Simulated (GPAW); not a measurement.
Wanted: an ASE script for a GPAW 26.7.0 run.

- Task: relaxation of cell and atoms
- Functional: PBEsol
- Potentials or basis: PAW data sets generated in the run's folder for this functional
- Cutoff: 600 eV
- Basis: pw
- k mesh: 5 × 5 × 5
- Occupations: fermi-dirac, width 0.05 eV
- Spin: no spin polarisation
- Target pressure: 5 GPa
- Maxiter: 150
- Optimizer: BFGS
- Fmax: 0.02 eV/Å
- Max steps: 60
- Target pressure: 5 GPa
- Convergence: density=1e-05 forces=0.0001

Crystal: InSb3.

```
CELL_PARAMETERS angstrom
4.80637 0.00000 0.00000
0.00000 4.80637 0.00000
0.00000 0.00000 4.80637
ATOMIC_POSITIONS crystal
Sb 0.50000 0.50000 0.00000
Sb 0.00000 0.50000 0.50000
Sb 0.50000 0.00000 0.50000
In 0.00000 0.00000 0.00000
```

The cell comes from a database or a generator and needn't be the stable form of this composition.

The input as run:

run.py

```python
from ase import Atoms
from ase.filters import FrechetCellFilter
from ase.io import write
from ase.optimize import BFGS
from ase.units import GPa
from gpaw import GPAW, PW, setup_paths

setup_paths.insert(0, '.')

atoms = Atoms(['Sb', 'Sb', 'Sb', 'In'],
              cell=[[4.806367, 0.0, 0.0],
                    [0.0, 4.806367, 0.0],
                    [0.0, 0.0, 4.806367]],
              scaled_positions=[[0.5, 0.5, 0.0],
                                [0.0, 0.5, 0.5],
                                [0.5, 0.0, 0.5],
                                [0.0, 0.0, 0.0]],
              pbc=True)

calc = GPAW(mode=PW(600),
            xc='PBEsol',
            kpts={'size': (5, 5, 5), 'gamma': True},
            occupations={'name': 'fermi-dirac', 'width': 0.05},
            nbands=45,
            convergence={'density': 1e-05, 'forces': 0.0001},
            maxiter=150,
            txt='gpaw.txt')
atoms.calc = calc
opt = BFGS(FrechetCellFilter(atoms, scalar_pressure=5 * GPa), trajectory='relax.traj', logfile='-')
done = opt.run(fmax=0.02, steps=60)
calc.write('gs.gpw')
write('result.traj', atoms)
print('Converged:', done)
print('Cell:', atoms.cell.cellpar().round(4))
print('Volume:', round(atoms.get_volume(), 4))
print(atoms.get_scaled_positions().round(5))
```

Potentials or basis: PAW data sets generated in the run's folder for this functional, pw.

Command:

```bash
$ gpaw-setup -f PBEsol In Sb
$ OMP_NUM_THREADS=1 python run.py
```

Results of the run:

The relaxed volume is 24.57 Å³/atom and the relaxed cell is a = 4.615 Å, b = 4.615 Å, c = 4.615 Å, α = 90.00°, β = 90.00°, γ = 90.00°. The space group after relaxing (to 0.05 Å) is Pm-3m (No. 221), the energy change on relaxing (the enthalpy is what falls) is +13.8 meV/atom and the ionic steps are 5. The pressure after relaxing is 5.0 GPa. The band gap on the k mesh is none (metal or under the smearing width).

Caveat: later steps reuse the first step's grids.

Wall time 2.4 min on 1 thread of Arm Neoverse V1 (shared host), peak memory 0.28 GiB.
